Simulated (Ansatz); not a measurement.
**SiH3Cl + HF: a complex and its separated parts**

Aim: how far the complex at one end of a reaction step lies below its separated, relaxed parts, level by level.

The runs use Ansatz 0.2.0, Gaussian basis; PBE0-D4/def2-TZVP structures, single points in def2-TZVPP, no counterpoise correction.

Levels: SPW92, PBE-D4, BLYP-D4, r2SCAN-D4, B97M-V, PBE0-D4, B3LYP-D4, r2SCAN0-D4, BHLYP-D4, CAM-B3LYP-D4, wB97X-V, wB97M-V, B2PLYP, PBE-QIDH, RPA on PBE, Hartree-Fock, MP2, CCSD, CCSD(T).

Correlated methods freeze the cores. B3LYP uses VWN-RPA correlation. B2PLYP carries no dispersion term here.

95 further runs of the same task are left out: 1 that didn't finish, 94 set aside as unsound or not needed.

## 1. The system as given

The complex: 7 atoms, charge 0, spin multiplicity 1.

Atoms are counted from 1 here; the program's logs count them from 0.

Bond lengths: Si1–H2 1.478 Å, Si1–H3 1.479 Å, Si1–H4 1.478 Å, Si1–Cl5 2.076 Å, H6–F7 0.929 Å. Angles: H2–Si1–H3 111.3°, H2–Si1–H4 111.8°, H2–Si1–Cl5 107.7°, H3–Si1–H4 111.3°, H3–Si1–Cl5 106.7°, H4–Si1–Cl5 107.7°.

As a file:

```
Si   -0.4715   -0.5707    0.6526
H     0.7194   -1.4097    0.4061
H    -1.1226   -0.9240    1.9331
H    -1.4280   -0.6337   -0.4718
Cl    0.1669    1.3972    0.8300
H     0.9756    1.2729   -1.2674
F     1.1601    0.8680   -2.0825
```

Its parts: SiH3Cl holds atoms 1, 2, 3, 4, 5; HF holds atoms 6, 7. Each part counts its atoms afresh in its own runs.

## 2. Relaxing SiH3Cl alone

Input file relax-a/in.yaml:

```yaml
crystal:
  periodic: [false, false, false]
  atoms:
    - {symbol: Si, position_ang: [-0.471536, -0.570714, 0.652643]}
    - {symbol: H, position_ang: [0.719429, -1.409701, 0.406079]}
    - {symbol: H, position_ang: [-1.122586, -0.923984, 1.933099]}
    - {symbol: H, position_ang: [-1.428043, -0.633740, -0.471754]}
    - {symbol: Cl, position_ang: [0.166950, 1.397183, 0.830043]}
basis:
  gaussian: {orbitals: def2-TZVP}
hamiltonian: {xc: pbe0, dispersion: d4}
relax: {f_tol: 0.005, max_steps: 200}
```

Command:

```sh
> ansatz run in.yaml --threads 2 --pin off --events-out ev --progress --plain --max-ram 4352MiB
```

Output, shortened:

```text
Functional definition: PBE0
  name "PBE0"
  cite "Adamo & Barone, J. Chem. Phys. 110, 6158 (1999) doi:10.1063/1.478522"
  cite "Perdew, Burke & Ernzerhof, Phys. Rev. Lett. 77, 3865 (1996) doi:10.1103/PhysRevLett.77.3865"
  parent pbe
[...]
668 factors; their error is unknown
[...]
mean field -20443.32664475 eV, -751.2783972103 hartree, gradient 4.9e-5 eV, S^2 0.000000; 0 other end points of the search recorded, 0 dependent functions left out
[...]
reference -20443.32667126 eV, -751.2783981843 hartree; 17, 17 occupied and 75, 75 virtual orbitals, 668 factors
[...]
reference -20443.33422317 eV, -751.2786757119 hartree; 17, 17 occupied and 75, 75 virtual orbitals, 668 factors
Total energy: -20443.39654086 eV, -751.2809658449 hartree
Atom 0 at    -0.466968    -0.549958     0.659783 Å, force     0.000062     0.000616     0.000390 eV/Å
Atom 1 at     0.711177    -1.410210     0.405787 Å, force    -0.000312    -0.000387    -0.000027 eV/Å
Atom 2 at    -1.125489    -0.937606     1.928132 Å, force     0.000072    -0.000363    -0.000494 eV/Å
Atom 3 at    -1.423688    -0.638840    -0.466877 Å, force    -0.000028    -0.000489     0.000089 eV/Å
Atom 4 at     0.169182     1.395659     0.823285 Å, force     0.000207     0.000622     0.000043 eV/Å
Dipole moment:    -0.081255    -0.248527    -0.020893 e Å
```

Run time: 4.3 s. Hardware: 2 threads of Arm Neoverse V1, shared host.

Along the way:

```tsv
step	energy from step 1 (eV)	largest force component (eV/Å)
1	0.0000	0.5411
2	-0.0069	0.1126
3	-0.0075	0.0634
4	-0.0076	0.0006
```

Distances of close pairs at the start and the end, largest changes first:

```tsv
bond	before (Å)	after (Å)	change (Å)
Si1–Cl5	2.076	2.053	-0.023
Si1–H2	1.478	1.481	+0.003
Si1–H4	1.478	1.481	+0.003
Si1–H3	1.479	1.481	+0.001
```

## 3. Relaxing HF alone

Input file relax-b/in.yaml:

```yaml
crystal:
  periodic: [false, false, false]
  atoms:
    - {symbol: H, position_ang: [0.975582, 1.272877, -1.267396]}
    - {symbol: F, position_ang: [1.160103, 0.867978, -2.082514]}
basis:
  gaussian: {orbitals: def2-TZVP}
hamiltonian: {xc: pbe0, dispersion: d4}
relax: {f_tol: 0.005, max_steps: 200}
```

Command:

```sh
> ansatz run in.yaml --threads 2 --pin off --events-out ev --progress --plain --max-ram 4352MiB
```

Output, shortened:

```text
[... 5 set-up lines as earlier in the session ...]
[...]
200 factors; their error is unknown
[...]
mean field -2731.79949508 eV, -100.3917797640 hartree, gradient 6.9e-6 eV, S^2 0.000000; 0 other end points of the search recorded, 0 dependent functions left out
[...]
reference -2731.80170837 eV, -100.3918611009 hartree; 5, 5 occupied and 32, 32 virtual orbitals, 200 factors
Total energy: -2731.80322165 eV, -100.3919167129 hartree
Atom 0 at     0.976441     1.270992    -1.271190 Å, force    -0.000476     0.001044     0.002102 eV/Å
Atom 1 at     1.159244     0.869863    -2.078720 Å, force     0.000476    -0.001044    -0.002102 eV/Å
Dipole moment:    -0.079640     0.174755     0.351807 e Å
```

It took 0.6 s on 2 threads of Arm Neoverse V1, shared host.

Along the way:

```tsv
step	energy from step 1 (eV)	largest force component (eV/Å)
1	0.0000	0.4445
2	-0.0021	0.0932
3	-0.0022	0.0021
```

The bond:

```tsv
bond	before (Å)	after (Å)	change (Å)
H1–F2	0.929	0.920	-0.009
```

## 4. SPW92/def2-TZVPP

Input file parta/in.yaml:

```yaml
crystal:
  periodic: [false, false, false]
  atoms:
    - {symbol: Si, position_ang: [-0.466968, -0.549958, 0.659783]}
    - {symbol: H, position_ang: [0.711177, -1.410210, 0.405787]}
    - {symbol: H, position_ang: [-1.125489, -0.937606, 1.928132]}
    - {symbol: H, position_ang: [-1.423688, -0.638840, -0.466877]}
    - {symbol: Cl, position_ang: [0.169182, 1.395659, 0.823285]}
basis:
  gaussian: {orbitals: def2-TZVPP}
hamiltonian: {xc: lda}
```

Input file partb/in.yaml:

```yaml
crystal:
  periodic: [false, false, false]
  atoms:
    - {symbol: H, position_ang: [0.976441, 1.270992, -1.271190]}
    - {symbol: F, position_ang: [1.159244, 0.869863, -2.078720]}
basis:
  gaussian: {orbitals: def2-TZVPP}
hamiltonian: {xc: lda}
```

One command serves all of them, each in its own folder.

Command:

```sh
> ansatz run in.yaml --threads 2 --pin off --events-out ev --progress --plain --max-ram 4352MiB
```

parta printed, shortened:

```text
Functional definition: SPW92
  name "SPW92"
  cite "Dirac, Proc. Camb. Phil. Soc. 26, 376 (1930) doi:10.1017/S0305004100016108"
  cite "Slater, Phys. Rev. 81, 385 (1951) doi:10.1103/PhysRev.81.385"
  cite "Perdew & Wang, Phys. Rev. B 45, 13244 (1992) doi:10.1103/PhysRevB.45.13244"
[...]
759 factors; their error is unknown
[...]
mean field -20377.82344954 eV, -748.8711991859 hartree, gradient 3.4e-5 eV, S^2 0.000000; 0 other end points of the search recorded, 0 dependent functions left out
reference -20377.82348175 eV, -748.8712003696 hartree; 17, 17 occupied and 109, 109 virtual orbitals, 759 factors
Total energy: -20377.82348175 eV, -748.8712003696 hartree
```

partb printed, shortened:

```text
[... 5 set-up lines as earlier in the session ...]
[...]
215 factors; their error is unknown
[...]
mean field -2716.76649105 eV, -99.8393270557 hartree, gradient 3.5e-5 eV, S^2 0.000000; 0 other end points of the search recorded, 0 dependent functions left out
reference -2716.76650214 eV, -99.8393274630 hartree; 5, 5 occupied and 40, 40 virtual orbitals, 215 factors
Total energy: -2716.76650214 eV, -99.8393274630 hartree
```

Wall times: 0.5 s (parta), 0.1 s (partb) on 2 threads of Arm Neoverse V1, shared host.

## 5. PBE-D4/def2-TZVPP

Each input of step 4 (parta, partb) changes in the same lines:

```diff
-hamiltonian: {xc: lda}
+hamiltonian: {xc: pbe, dispersion: d4}
```

Each run has its own folder and the same command.

Command:

```sh
> ansatz run in.yaml --threads 2 --pin off --events-out ev --progress --plain --max-ram 4352MiB
```

Output in parta, shortened:

```text
Functional definition: PBE
  name "PBE"
[... 2 set-up lines as earlier in the session ...]
[...]
759 factors; their error is unknown
[...]
mean field -20441.42554694 eV, -751.2085331541 hartree, gradient 1.9e-5 eV, S^2 0.000000; 0 other end points of the search recorded, 0 dependent functions left out
reference -20441.42558123 eV, -751.2085344142 hartree; 17, 17 occupied and 109, 109 virtual orbitals, 759 factors
Total energy: -20441.50054034 eV, -751.2112891109 hartree
```

partb printed, shortened:

```text
[... 4 set-up lines as earlier in the session ...]
[...]
215 factors; their error is unknown
[...]
mean field -2731.84356955 eV, -100.3933994707 hartree, gradient 4.7e-5 eV, S^2 0.000000; 0 other end points of the search recorded, 0 dependent functions left out
reference -2731.84358165 eV, -100.3933999157 hartree; 5, 5 occupied and 40, 40 virtual orbitals, 215 factors
Total energy: -2731.84547553 eV, -100.3934695142 hartree
```

Times: 0.8 s (parta), 0.15 s (partb) on 2 threads of Arm Neoverse V1, shared host.

## 6. BLYP-D4/def2-TZVPP

The same edit goes into each in.yaml of step 5 (parta, partb):

```diff
-hamiltonian: {xc: pbe, dispersion: d4}
+hamiltonian: {xc: {name: BLYP}, dispersion: d4}
```

Each run has its own folder and the same command.

Command:

```sh
> ansatz run in.yaml --threads 2 --pin off --events-out ev --progress --plain --max-ram 4352MiB
```

Log of parta, shortened:

```text
Functional definition: BLYP
  name "BLYP"
  cite "Becke, Phys. Rev. A 38, 3098 (1988) doi:10.1103/PhysRevA.38.3098"
  cite "Lee, Yang & Parr, Phys. Rev. B 37, 785 (1988) doi:10.1103/PhysRevB.37.785"
[...]
759 factors; their error is unknown
[...]
mean field -20450.55190218 eV, -751.5439205233 hartree, gradient 4.1e-5 eV, S^2 0.000000; 0 other end points of the search recorded, 0 dependent functions left out
reference -20450.55220126 eV, -751.5439315143 hartree; 17, 17 occupied and 109, 109 virtual orbitals, 759 factors
Total energy: -20450.72013271 eV, -751.5501028810 hartree
```

Log of partb, shortened:

```text
[... 4 set-up lines as earlier in the session ...]
[...]
215 factors; their error is unknown
[...]
mean field -2734.23791268 eV, -100.4813899578 hartree, gradient 3.9e-5 eV, S^2 0.000000; 0 other end points of the search recorded, 0 dependent functions left out
reference -2734.23803628 eV, -100.4813945002 hartree; 5, 5 occupied and 40, 40 virtual orbitals, 215 factors
Total energy: -2734.24261824 eV, -100.4815628842 hartree
```

Times: 0.8 s (parta), 0.15 s (partb) on 2 threads of Arm Neoverse V1, shared host.

## 7. r2SCAN-D4/def2-TZVPP

The same edit goes into each in.yaml of step 6 (parta, partb):

```diff
-hamiltonian: {xc: {name: BLYP}, dispersion: d4}
+hamiltonian: {xc: r2scan, dispersion: d4}
```

Each run has its own folder and the same command.

Command:

```sh
> ansatz run in.yaml --threads 2 --pin off --events-out ev --progress --plain --max-ram 4352MiB
```

Output in parta, shortened:

```text
Functional definition: r2SCAN
  name "r2SCAN"
  cite "Furness, Kaplan, Ning, Perdew & Sun, J. Phys. Chem. Lett. 11, 8208 (2020) doi:10.1021/acs.jpclett.0c02405"
  cite "Furness, Kaplan, Ning, Perdew & Sun, J. Phys. Chem. Lett. 11, 9248 (2020) doi:10.1021/acs.jpclett.0c03077"
  parent r2scan
[...]
759 factors; their error is unknown
[...]
mean field -20449.27884764 eV, -751.4971366319 hartree, gradient 4.9e-5 eV, S^2 0.000000; 0 other end points of the search recorded, 0 dependent functions left out
reference -20449.27885751 eV, -751.4971369944 hartree; 17, 17 occupied and 109, 109 virtual orbitals, 759 factors
Total energy: -20449.29514259 eV, -751.4977354602 hartree
```

Log of partb, shortened:

```text
[... 5 set-up lines as earlier in the session ...]
[...]
215 factors; their error is unknown
[...]
mean field -2733.29261697 eV, -100.4466509813 hartree, gradient 6.5e-6 eV, S^2 0.000000; 0 other end points of the search recorded, 0 dependent functions left out
reference -2733.29262015 eV, -100.4466510982 hartree; 5, 5 occupied and 40, 40 virtual orbitals, 215 factors
Total energy: -2733.29307768 eV, -100.4466679121 hartree
```

Times: 1.9 s (parta), 0.45 s (partb) on 2 threads of Arm Neoverse V1, shared host.

## 8. B97M-V/def2-TZVPP

Each input of step 7 (parta, partb) changes in the same lines:

```diff
-hamiltonian: {xc: r2scan, dispersion: d4}
+hamiltonian: {xc: {name: B97M-V}}
```

The same command starts each run, in its folder.

Command:

```sh
> ansatz run in.yaml --threads 2 --pin off --events-out ev --progress --plain --max-ram 4352MiB
```

parta printed, shortened:

```text
Functional definition: B97M-V
  name "B97M-V"
  cite "Mardirossian & Head-Gordon, J. Chem. Phys. 142, 074111 (2015) doi:10.1063/1.4907719"
  cite "Becke, J. Chem. Phys. 107, 8554 (1997) doi:10.1063/1.475007"
  cite "Vydrov & Van Voorhis, J. Chem. Phys. 133, 244103 (2010) doi:10.1063/1.3521275"
  # Of w^i u^j: cxij and so on, Table III.
[...]
  gx(w, u) = cx00 + cx01*u + cx02*u^2 + (cx10 + cx11*u)*w
[...]
  gos(w, u) = cos00 + cos01*u + cos03*u^3 + cos10*w + cos32*w^3*u^2
[...]
      + integral(e_c_pw_mod_opposite_spin*gos(b97_w_opposite, b97_u_opposite)) + vv10(b, c)
759 factors; their error is unknown
[...]
mean field -20445.62346511 eV, -751.3628038014 hartree, gradient 3.6e-5 eV, S^2 0.000000; 0 other end points of the search recorded, 0 dependent functions left out
reference -20445.62351528 eV, -751.3628056452 hartree; 17, 17 occupied and 109, 109 virtual orbitals, 759 factors
Total energy: -20445.62351528 eV, -751.3628056452 hartree
```

Log of partb, shortened:

```text
[... 5 set-up lines as earlier in the session ...]
  # Of w^i u^j: cxij and so on, Table III.
[...]
  gx(w, u) = cx00 + cx01*u + cx02*u^2 + (cx10 + cx11*u)*w
[...]
  gos(w, u) = cos00 + cos01*u + cos03*u^3 + cos10*w + cos32*w^3*u^2
[...]
      + integral(e_c_pw_mod_opposite_spin*gos(b97_w_opposite, b97_u_opposite)) + vv10(b, c)
215 factors; their error is unknown
[...]
mean field -2733.38838198 eV, -100.4501702805 hartree, gradient 2.3e-5 eV, S^2 0.000000; 0 other end points of the search recorded, 0 dependent functions left out
reference -2733.38839969 eV, -100.4501709315 hartree; 5, 5 occupied and 40, 40 virtual orbitals, 215 factors
Total energy: -2733.38839969 eV, -100.4501709315 hartree
```

Wall times: 3.6 s (parta), 0.45 s (partb) on 2 threads of Arm Neoverse V1, shared host.

## 9. PBE0-D4/def2-TZVPP

The same edit goes into each in.yaml of step 8 (parta, partb):

```diff
-hamiltonian: {xc: {name: B97M-V}}
+hamiltonian: {xc: pbe0, dispersion: d4}
+output: {orbitals: {seedname: orbitals}}
```

Each run has its own folder and the same command.

Command:

```sh
> ansatz run in.yaml --threads 2 --pin off --events-out ev --progress --plain --max-ram 4352MiB
```

Log of parta, shortened:

```text
[... 5 set-up lines as earlier in the session ...]
[...]
793 factors; their error is unknown
[...]
mean field -20443.34834654 eV, -751.2791947362 hartree, gradient 2.4e-5 eV, S^2 0.000000; 0 other end points of the search recorded, 0 dependent functions left out
reference -20443.34837252 eV, -751.2791956907 hartree; 17, 17 occupied and 109, 109 virtual orbitals, 793 factors
Total energy: -20443.41069021 eV, -751.2814858238 hartree
```

Output in partb, shortened:

```text
[... 5 set-up lines as earlier in the session ...]
[...]
215 factors; their error is unknown
[...]
mean field -2731.86112305 eV, -100.3940445501 hartree, gradient 4.0e-5 eV, S^2 0.000000; 0 other end points of the search recorded, 0 dependent functions left out
reference -2731.86113176 eV, -100.3940448703 hartree; 5, 5 occupied and 40, 40 virtual orbitals, 215 factors
Total energy: -2731.86264504 eV, -100.3941004824 hartree
```

Times: 1 s (parta), 0.15 s (partb) on 2 threads of Arm Neoverse V1, shared host.

## 10. B3LYP-D4/def2-TZVPP

The same edit goes into each in.yaml of step 9 (parta, partb):

```diff
-hamiltonian: {xc: pbe0, dispersion: d4}
-output: {orbitals: {seedname: orbitals}}
+hamiltonian: {xc: {name: B3LYP}, dispersion: d4}
```

Each run has its own folder and the same command.

Command:

```sh
> ansatz run in.yaml --threads 2 --pin off --events-out ev --progress --plain --max-ram 4352MiB
```

parta printed, shortened:

```text
Functional definition: B3LYP
  name "B3LYP"
  cite "Stephens, Devlin, Chabalowski & Frisch, J. Phys. Chem. 98, 11623 (1994) doi:10.1021/j100096a001"
[... 2 set-up lines as earlier in the session ...]
  cite "Vosko, Wilk & Nusair, Can. J. Phys. 58, 1200 (1980) doi:10.1139/p80-159"
[...]
781 factors; their error is unknown
[...]
mean field -20452.02732479 eV, -751.5981413041 hartree, gradient 2.5e-5 eV, S^2 0.000000; 0 other end points of the search recorded, 0 dependent functions left out
reference -20452.02754920 eV, -751.5981495511 hartree; 17, 17 occupied and 109, 109 virtual orbitals, 781 factors
Total energy: -20452.15063843 eV, -751.6026729968 hartree
```

partb printed, shortened:

```text
[... 6 set-up lines as earlier in the session ...]
[...]
215 factors; their error is unknown
[...]
mean field -2734.54625547 eV, -100.4927213464 hartree, gradient 1.9e-5 eV, S^2 0.000000; 0 other end points of the search recorded, 0 dependent functions left out
reference -2734.54634631 eV, -100.4927246847 hartree; 5, 5 occupied and 40, 40 virtual orbitals, 215 factors
Total energy: -2734.54933600 eV, -100.4928345538 hartree
```

Times: 1.1 s (parta), 0.2 s (partb) on 2 threads of Arm Neoverse V1, shared host.

## 11. r2SCAN0-D4/def2-TZVPP

The same edit goes into each in.yaml of step 10 (parta, partb):

```diff
-hamiltonian: {xc: {name: B3LYP}, dispersion: d4}
+hamiltonian: {xc: {name: r2SCAN0}, dispersion: d4}
```

The same command starts each run, in its folder.

Command:

```sh
> ansatz run in.yaml --threads 2 --pin off --events-out ev --progress --plain --max-ram 4352MiB
```

parta printed, shortened:

```text
Functional definition: r2SCAN0
  name "r2SCAN0"
  cite "Bursch, Neugebauer, Ehlert & Grimme, J. Chem. Phys. 156, 134105 (2022) doi:10.1063/5.0086040"
[... 3 set-up lines as earlier in the session ...]
[...]
793 factors; their error is unknown
[...]
mean field -20449.12840033 eV, -751.4916077949 hartree, gradient 3.3e-5 eV, S^2 0.000000; 0 other end points of the search recorded, 0 dependent functions left out
reference -20449.12840819 eV, -751.4916080839 hartree; 17, 17 occupied and 109, 109 virtual orbitals, 793 factors
Total energy: -20449.14797123 eV, -751.4923270123 hartree
```

Output in partb, shortened:

```text
[... 6 set-up lines as earlier in the session ...]
[...]
215 factors; their error is unknown
[...]
mean field -2732.94547653 eV, -100.4338938055 hartree, gradient 6.6e-5 eV, S^2 0.000000; 0 other end points of the search recorded, 0 dependent functions left out
reference -2732.94547899 eV, -100.4338938959 hartree; 5, 5 occupied and 40, 40 virtual orbitals, 215 factors
Total energy: -2732.94598096 eV, -100.4339123430 hartree
```

Wall times: 1.9 s (parta), 0.45 s (partb) on 2 threads of Arm Neoverse V1, shared host.

## 12. BHLYP-D4/def2-TZVPP

Each input of step 11 (parta, partb) changes in the same lines:

```diff
-hamiltonian: {xc: {name: r2SCAN0}, dispersion: d4}
+hamiltonian: {xc: {name: BHLYP}, dispersion: d4}
```

The same command starts each run, in its folder.

Command:

```sh
> ansatz run in.yaml --threads 2 --pin off --events-out ev --progress --plain --max-ram 4352MiB
```

parta printed, shortened:

```text
Functional definition: BHLYP
  name "BHLYP"
  cite "Becke, J. Chem. Phys. 98, 1372 (1993) doi:10.1063/1.464304"
[... 2 set-up lines as earlier in the session ...]
[...]
831 factors; their error is unknown
[...]
mean field -20450.95222791 eV, -751.5586322224 hartree, gradient 3.0e-5 eV, S^2 0.000000; 0 other end points of the search recorded, 0 dependent functions left out
reference -20450.95238088 eV, -751.5586378440 hartree; 17, 17 occupied and 109, 109 virtual orbitals, 831 factors
Total energy: -20451.05058136 eV, -751.5622466451 hartree
```

Log of partb, shortened:

```text
[... 5 set-up lines as earlier in the session ...]
[...]
234 factors; their error is unknown
[...]
mean field -2733.43315721 eV, -100.4518157401 hartree, gradient 1.2e-5 eV, S^2 0.000000; 0 other end points of the search recorded, 0 dependent functions left out
reference -2733.43321775 eV, -100.4518179647 hartree; 5, 5 occupied and 40, 40 virtual orbitals, 234 factors
Total energy: -2733.43494570 eV, -100.4518814658 hartree
```

Wall times: 1 s (parta), 0.2 s (partb) on 2 threads of Arm Neoverse V1, shared host.

## 13. CAM-B3LYP-D4/def2-TZVPP

Each input of step 12 (parta, partb) changes in the same lines:

```diff
-hamiltonian: {xc: {name: BHLYP}, dispersion: d4}
+hamiltonian: {xc: {name: CAM-B3LYP}, dispersion: d4}
```

Each run has its own folder and the same command.

Command:

```sh
> ansatz run in.yaml --threads 2 --pin off --events-out ev --progress --plain --max-ram 4352MiB
```

Output in parta, shortened:

```text
Functional definition: CAM-B3LYP
  name "CAM-B3LYP"
  cite "Yanai, Tew & Handy, Chem. Phys. Lett. 393, 51 (2004) doi:10.1016/j.cplett.2004.06.011"
  cite "Iikura, Tsuneda, Yanai & Hirao, J. Chem. Phys. 115, 3540 (2001) doi:10.1063/1.1383587"
[... 2 set-up lines as earlier in the session ...]
[...]
  # Exact exchange under (alpha + beta erf(omega r))/r, Becke's under what is left of 1/r.
[...]
781 factors; their error is unknown
170 factors; integrals over basis functions are off by at most 1.9e-5 eV
[...]
mean field -20451.42963957 eV, -751.5761767772 hartree, gradient 2.1e-5 eV, S^2 0.000000; 0 other end points of the search recorded, 0 dependent functions left out
reference -20451.42974875 eV, -751.5761807896 hartree; 17, 17 occupied and 109, 109 virtual orbitals, 781 factors
Total energy: -20451.49298350 eV, -751.5785046237 hartree
```

Log of partb, shortened:

```text
[... 6 set-up lines as earlier in the session ...]
[...]
  # Exact exchange under (alpha + beta erf(omega r))/r, Becke's under what is left of 1/r.
[...]
215 factors; their error is unknown
48 factors; integrals over basis functions are off by at most 4.9e-5 eV
[...]
mean field -2733.85902550 eV, -100.4674661109 hartree, gradient 6.2e-5 eV, S^2 0.000000; 0 other end points of the search recorded, 0 dependent functions left out
reference -2733.85906963 eV, -100.4674677327 hartree; 5, 5 occupied and 40, 40 virtual orbitals, 215 factors
Total energy: -2733.86050994 eV, -100.4675206633 hartree
```

Wall times: 1.1 s (parta), 0.2 s (partb) on 2 threads of Arm Neoverse V1, shared host.

(Part 1 of 2 ends here.)
